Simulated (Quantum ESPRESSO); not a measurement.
Set up this calculation in Quantum ESPRESSO 7.5, as the native input.

| Item | Value |
| --- | --- |
| Task | work function |
| Functional | PBE |
| Potentials or basis | PseudoDojo 0.4.1 SR PBE standard |
| Cutoff | 952 eV |
| Density cutoff | 3810 eV |
| k mesh | 8 × 6 × 1 |
| Occupations | fermi-dirac, width 0.05 eV |
| Spin | no spin polarisation |
| Boundary across the vacuum | none |
| Mixing mode | local-TF |
| Mixing beta | 0.3 |
| Most SCF iterations | 150 |
| SCF threshold | 7e-09 Ry |

Slab: In, a slab with vacuum.

```xyz
7
Lattice="3.2523 0.0000 0.0000 0.0000 4.9479 0.0000 0.0000 0.0000 24.7569" Properties=species:S:1:pos:R:3 pbc="T T T"
In    1.6261    2.4739    7.5000
In    0.0000    0.0000    9.1261
In    1.6261    2.4739   10.7523
In    0.0000    0.0000   12.3784
In    1.6261    2.4739   14.0046
In    0.0000    0.0000   15.6307
In    1.6262    2.4740   17.2569
```

The input as run:

pw.in

```
&CONTROL
  calculation = 'scf'
  prefix = 'pwscf'
  outdir = './tmp'
  pseudo_dir = './pseudo'
  tprnfor = .true.
  disk_io = 'low'
/
&SYSTEM
  ibrav = 0
  nat = 7
  ntyp = 1
  ecutwfc = 70
  nbnd = 59
  occupations = 'smearing'
  smearing = 'fd'
  degauss = 0.00367493
/
&ELECTRONS
  conv_thr = 7d-09
  electron_maxstep = 150
  mixing_beta = 0.3
  mixing_mode = 'local-TF'
/
ATOMIC_SPECIES
In   114.8180 In.upf
CELL_PARAMETERS angstrom
   3.2523000000    0.0000000000    0.0000000000
   0.0000000000    4.9479000000    0.0000000000
   0.0000000000    0.0000000000   24.7569000000
ATOMIC_POSITIONS crystal
In     0.5000000000    0.5000000000    0.3029458454
In     0.0000000000    0.0000000000    0.3686305636
In     0.5000000000    0.5000000000    0.4343152818
In     0.0000000000    0.0000000000    0.5000000000
In     0.5000000000    0.5000000000    0.5656847182
In     0.0000000000    0.0000000000    0.6313694364
In     0.5000000000    0.5000000000    0.6970541546
K_POINTS automatic
8 6 1 0 0 0
```

pp_density.in

```
&INPUTPP
  prefix = 'pwscf'
  outdir = './tmp'
  filplot = 'density.dat'
  plot_num = 0
/
&PLOT
  nfile = 1
  filepp(1) = 'density.dat'
  iflag = 3
  output_format = 6
  fileout = 'density.cube'
/
```

pp_potential.in

```
&INPUTPP
  prefix = 'pwscf'
  outdir = './tmp'
  filplot = 'potential.dat'
  plot_num = 11
/
&PLOT
  nfile = 1
  filepp(1) = 'potential.dat'
  iflag = 3
  output_format = 6
  fileout = 'potential.cube'
/
```

pp_elf.in

```
&INPUTPP
  prefix = 'pwscf'
  outdir = './tmp'
  filplot = 'elf.dat'
  plot_num = 8
/
&PLOT
  nfile = 1
  filepp(1) = 'elf.dat'
  iflag = 3
  output_format = 6
  fileout = 'elf.cube'
/
```

Potentials or basis: PseudoDojo 0.4.1 SR PBE standard.

The run is started by

```console
$ OMP_NUM_THREADS=1 mpirun -n 2 pw.x -nk 2 -in pw.in > pw.out
$ OMP_NUM_THREADS=1 mpirun -n 1 pp.x -in pp_density.in > pp_density.out
$ OMP_NUM_THREADS=1 mpirun -n 1 pp.x -in pp_potential.in > pp_potential.out
$ OMP_NUM_THREADS=1 mpirun -n 1 pp.x -in pp_elf.in > pp_elf.out
```

Results of the run:

| Property | Result |
| --- | --- |
| Largest force | 0.118 eV/Å |
| Band gap on the k mesh | none (metal or under the smearing width) |
| Work function of the upper face | 3.88 eV |
| Work function of the lower face | 3.88 eV |

Run time: 8.5 min on 2 MPI ranks on Arm Neoverse V1 (shared host), peak memory 1.2 GiB a rank.
